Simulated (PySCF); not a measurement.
# SiTe+: from the state search to spectroscopic constants

One table from this session's results is given with a row withheld; the runs are named, their logs left out.

Computed with PySCF 2.14.0. Level: Si x2c-SVPall, Te x2c-SVPall, spin-free X2C with a Gaussian nucleus.

The first run:

Settings of the job:

- atoms: Si, Te
- charge: 1
- basis: Si x2c-SVPall, Te x2c-SVPall
- Hamiltonian: spin-free X2C with a Gaussian nucleus
- basis functions: 54
- electrons treated: 65
- masses in u: 27.9769, 129.9062
- levels: PBE0, PBE, r²SCAN, TPSSh, PBEsol, B3LYP, HF, MP2, SCS-MP2, CCSD, CCSD(T)
- grid: 80 radial by 434 angular points
- occupations: held fixed by the projection of orbital angular momentum
- dissociation limit: Si+ + Te, each in its ground configuration
- starting distance in angstrom: 2.535
- values of 2S to try: 1, 3

Started as:

```
OMP_NUM_THREADS=1 python dia.py task.json out
```

Steps of the session up to this table: The job; PBE0 along the bond; Higher solutions at PBE0; PBE (GGA); r²SCAN (meta-GGA); TPSSh (hybrid meta-GGA); PBEsol; B3LYP (global hybrid GGA); ROHF (mean field); MP2 and coupled cluster.

One of the session's tables, all rows but one given; the rest of the session is left out.

It belongs to the step «Constants by level of theory». 

```
       level  Re (Å)  ωe (cm⁻¹)  De (eV)
        ROHF   2.404        422     2.06
    ROHF-MP2   2.420        416     3.11
ROHF-SCS-MP2       ?          ?        ?
   ROHF-CCSD   2.430        400     3.01
ROHF-CCSD(T)   2.446        383     3.20
         PBE   2.446        383     3.97
      PBEsol   2.433        390     4.18
      r²SCAN   2.430        394     3.69
       TPSSh   2.428        395     3.68
       B3LYP   2.437        390     3.57
        PBE0   2.416        406     3.63
```

**Question.** Estimate the row for ROHF-SCS-MP2.

**Answer.** Re (Å): 2.423; ωe (cm⁻¹): 412; De (eV): 3.00. In the column «Re (Å)» it lies between ROHF-MP2 (2.420) and TPSSh (2.428).

De is counted to Si+ + Te in their ground configurations.
